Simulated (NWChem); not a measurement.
# UHF/3-21G run of InSiH3OF (SMILES [F][In][O][SiH3])

We compute a structure relaxation of InSiH3OF. 

The results are computed with NWChem 7.3.0.

## 1. The structure to begin with

InSiH3OF has 7 atoms, charge 0, and is taken as a doublet. As SMILES, `[F][In][O][SiH3]`. The shape is that of a PBE0-D4/def2-TZVP optimisation. This is one conformer, not always the lowest. The run starts from this shape.

Bond lengths: F1–In2 1.963 Å, In2–O3 1.987 Å, O3–Si4 1.637 Å, Si4–H5 1.488 Å, Si4–H6 1.490 Å, Si4–H7 1.490 Å. Angles: F1–In2–O3 115.7°, In2–O3–Si4 134.9°, O3–Si4–H5 108.3°, O3–Si4–H6 111.6°, O3–Si4–H7 111.5°, H5–Si4–H6 108.7°, H5–Si4–H7 108.7°, H6–Si4–H7 107.9°.

## 2. A structure relaxation at UHF/3-21G

File nw.nw:

```
start nw
title "FH3InOSi"
memory total 2200 mb
charge 0

geometry
  F     -0.133500    -2.447500     1.820600
  In    -0.761200    -2.248400    -0.028200
  O     -0.475400    -0.461700    -0.849100
  Si     0.186800     0.948700    -0.346200
  H      0.075900     1.937000    -1.452700
  H     -0.518200     1.488800     0.850500
  H      1.625500     0.783000     0.005100
end

basis spherical bse
  F library 3-21G
  In library 3-21G
  O library 3-21G
  Si library 3-21G
  H library 3-21G
end

scf
  doublet
  uhf
  thresh 1e-07
  maxiter 80
  print low
end

driver
  maxiter 60
end

freq
  temp 2 298.15 573.15
end

task scf optimize
task scf frequencies
```

The run is started by

```bash
$ nwchem nw.nw > nw.out
```

**Question.** What will come out? Wanted: total energy at the end; ⟨S²⟩; lowest harmonic wavenumber; highest harmonic wavenumber; zero-point energy.

Answer, from the run:

At UHF/3-21G:

| quantity | value |
| --- | --- |
| total energy at the end | -6177.31148 Eh |
| ⟨S²⟩ | 0.754 |
| lowest harmonic wavenumber | 16 cm⁻¹ |
| highest harmonic wavenumber | 2286 cm⁻¹ |
| zero-point energy | 85.5 kJ/mol |

**Reading.** At the final geometry: Bond lengths: F1–In2 1.919 Å, In2–O3 1.925 Å, O3–Si4 1.642 Å, Si4–H5 1.492 Å, Si4–H6 1.490 Å, Si4–H7 1.490 Å. Angles: F1–In2–O3 110.2°, In2–O3–Si4 176.9°, O3–Si4–H5 111.6°, O3–Si4–H6 111.9°, O3–Si4–H7 111.9°, H5–Si4–H6 106.9°, H5–Si4–H7 106.9°, H6–Si4–H7 107.4°. All 15 modes are real, though the softest (16 cm⁻¹) is within numerical noise. The optimisation took 10 steps and changed the energy by -0.323 eV. Relativity is left out although the molecule holds a heavy atom.
